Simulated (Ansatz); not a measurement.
# SiSCl3 radical: geometry optimisation

Aim: relax SiSCl3 radical at this level.

Program: Ansatz 0.2.0. Level of theory: UKS PBE-D4/def2-SVP. These are calculated values, not measurements.

1 further run of the same task is left out (set aside as unsound or not needed).

**1. Starting geometry**

5 atoms, charge 0, spin multiplicity 2.

Atoms are counted from 1 here; the program's logs count them from 0.

Bond lengths: S1–Si2 2.106 Å, Si2–Cl3 2.069 Å, Si2–Cl4 2.061 Å, Si2–Cl5 2.061 Å. Angles: S1–Si2–Cl3 102.3°, S1–Si2–Cl4 114.0°, S1–Si2–Cl5 113.8°, Cl3–Si2–Cl4 109.6°, Cl3–Si2–Cl5 109.9°, Cl4–Si2–Cl5 107.2°.

Coordinates:

```xyz
5

S    -0.9421   -0.1456    1.8666
Si   -0.0232    0.0155   -0.0212
Cl    1.6111   -1.2377    0.1762
Cl   -1.2021   -0.6294   -1.5839
Cl    0.6063    1.9236   -0.4791
```

**2. Relaxation**

Contents of input.yaml:

```yaml
crystal:
  periodic: [false, false, false]
  atoms:
    - { symbol: S, position_ang: [-0.942117, -0.145563, 1.866558] }
    - { symbol: Si, position_ang: [-0.023233, 0.015506, -0.021209] }
    - { symbol: Cl, position_ang: [1.61106, -1.237709, 0.176222] }
    - { symbol: Cl, position_ang: [-1.202142, -0.629409, -1.583886] }
    - { symbol: Cl, position_ang: [0.606332, 1.923576, -0.479085] }
magnetization:
  spin_polarized: true
  initial_magnetization: 1
basis:
  gaussian: { orbitals: def2-SVP }
hamiltonian:
  xc: pbe
  dispersion: d4
output:
  forces: true
relax:
  f_tol: 0.003
  max_steps: 120
```

The run is started by

```console
$ ansatz run input.yaml --threads 1 --pin off --max-ram 2560MiB --backend cpu --events-out ev --progress --plain --runs-dir out
```

Log:

```text
Warning: RAYON_NUM_THREADS=1 ignored (pool sized by the plan → 1); use --threads N
The last accepted step is kept in <dir> (removed where the run ends without a failure and the disk answers)
Engine: ansatz 0.2.0, aarch64-unknown-linux-gnu
Functional definition: PBE
  parameter kappa = 0.804
  parameter beta = 0.06672455060314922
  exchange = pbe_x(kappa = kappa, mu = beta*pi^2/3)
  correlation = pbe_c(beta = beta)
986 factors; their error is unknown
mean field evaluation 1: about -56242.4382 eV, gradient 1.0e1 eV
mean field evaluation 2: about -56242.1957 eV, gradient 1.2e1 eV
mean field evaluation 4: about -56243.0264 eV, gradient 4.4e-1 eV
mean field evaluation 8: about -56242.9467 eV, gradient 1.0e-1 eV
mean field evaluation 16: about -56242.9467 eV, gradient 4.9e-4 eV
mean field evaluation 32: about -56242.8972 eV, gradient 2.0e-1 eV
mean field -56242.94671904 eV, -2066.8901690861 hartree, gradient 4.3e-6 eV, S^2 0.752362; 5 other end points of the search recorded, 0 dependent functions left out
the calculation of the forces begins
reference -56242.94674405 eV, -2066.8901700052 hartree; 41, 40 occupied and 49, 50 virtual orbitals, 986 factors
relax step   1: F+E_penalty+E_count = -56243.22103848 eV  Δ(F+E_penalty+E_count) = +0.000e0 eV  max|allowed force component| = 2.406e-2 eV/Å  Δτ_max = 0.0000 Å  (141 SCF iters, accepted)
these checks for a lower state are left out or cut short: starts, cluster_reference, orbital_swaps, neighbouring_geometries, increment
986 factors; their error is unknown
mean field -56242.94679534 eV, -2066.8901718901 hartree, gradient 4.2e-6 eV, S^2 0.752362; 0 other end points of the search recorded, 0 dependent functions left out
the calculation of the forces begins
reference -56242.94682035 eV, -2066.8901728092 hartree; 41, 40 occupied and 49, 50 virtual orbitals, 986 factors
relax step   2: F+E_penalty+E_count = -56243.22108168 eV  Δ(F+E_penalty+E_count) = -4.320e-5 eV  max|allowed force component| = 4.386e-3 eV/Å  Δτ_max = 0.0037 Å  (47 SCF iters, accepted)
these checks for a lower state are left out or cut short: starts, cluster_reference, orbital_swaps, neighbouring_geometries, increment
986 factors; their error is unknown
mean field evaluation 64: about -56243.0274 eV, gradient 5.4e-2 eV
mean field -56242.94680171 eV, -2066.8901721243 hartree, gradient 5.5e-6 eV, S^2 0.752362; 0 other end points of the search recorded, 0 dependent functions left out
the calculation of the forces begins
reference -56242.94682672 eV, -2066.8901730435 hartree; 41, 40 occupied and 49, 50 virtual orbitals, 986 factors
relax step   3: F+E_penalty+E_count = -56243.22108793 eV  Δ(F+E_penalty+E_count) = -6.253e-6 eV  max|allowed force component| = 1.987e-3 eV/Å  Δτ_max = 0.0008 Å  (46 SCF iters, accepted)
986 factors; their error is unknown
mean field evaluation 96: about -56242.9468 eV, gradient 1.3e-4 eV
mean field evaluation 128: about -56242.8969 eV, gradient 7.2e-1 eV
mean field -56242.94680171 eV, -2066.8901721243 hartree, gradient 5.5e-6 eV, S^2 0.752362; 6 other end points of the search recorded, 0 dependent functions left out
the calculation of the forces begins
reference -56242.94682672 eV, -2066.8901730435 hartree; 41, 40 occupied and 49, 50 virtual orbitals, 986 factors
Total energy: -56243.22111295 eV, -2066.9002528762 hartree
Atom 0 at    -0.942896    -0.146815     1.865393 Å, force     0.000502    -0.001000    -0.001013 eV/Å
Atom 1 at    -0.023863     0.015017    -0.021857 Å, force    -0.000544     0.001987     0.000989 eV/Å
Atom 2 at     1.613647    -1.235983     0.177897 Å, force    -0.000251     0.000050     0.000238 eV/Å
Atom 3 at    -1.205089    -0.628399    -1.583300 Å, force    -0.000046    -0.000309     0.000204 eV/Å
Atom 4 at     0.608101     1.922580    -0.479532 Å, force     0.000338    -0.000728    -0.000417 eV/Å
Dipole moment:    -0.009871    -0.000785     0.017916 e Å
```

It took 44 s on 1 thread of Arm Neoverse V1, shared host; peak memory 0.2 GiB.

Along the way:

```tsv
step	energy from step 1 (eV)	largest force component (eV/Å)
1	0.0000	0.0241
2	0.0000	0.0044
3	0.0000	0.0020
```

Distances of close pairs at the start and the end, largest changes first:

```tsv
bond	before (Å)	after (Å)	change (Å)
Si2–Cl3	2.069	2.070	+0.001
S1–Si2	2.106	2.105	-0.000
Si2–Cl5	2.061	2.061	+0.000
Si2–Cl4	2.061	2.061	-0.000
```

**3. Results**

```
             quantity      value
        energy gained  0.0000 eV
root mean square move    0.003 Å
        dipole moment     0.10 D
```

Bond lengths: S1–Si2 2.105 Å, Si2–Cl3 2.070 Å, Si2–Cl4 2.061 Å, Si2–Cl5 2.061 Å. Angles: S1–Si2–Cl3 102.3°, S1–Si2–Cl4 113.9°, S1–Si2–Cl5 113.8°, Cl3–Si2–Cl4 109.7°, Cl3–Si2–Cl5 109.8°, Cl4–Si2–Cl5 107.2°. No frequencies were computed here.
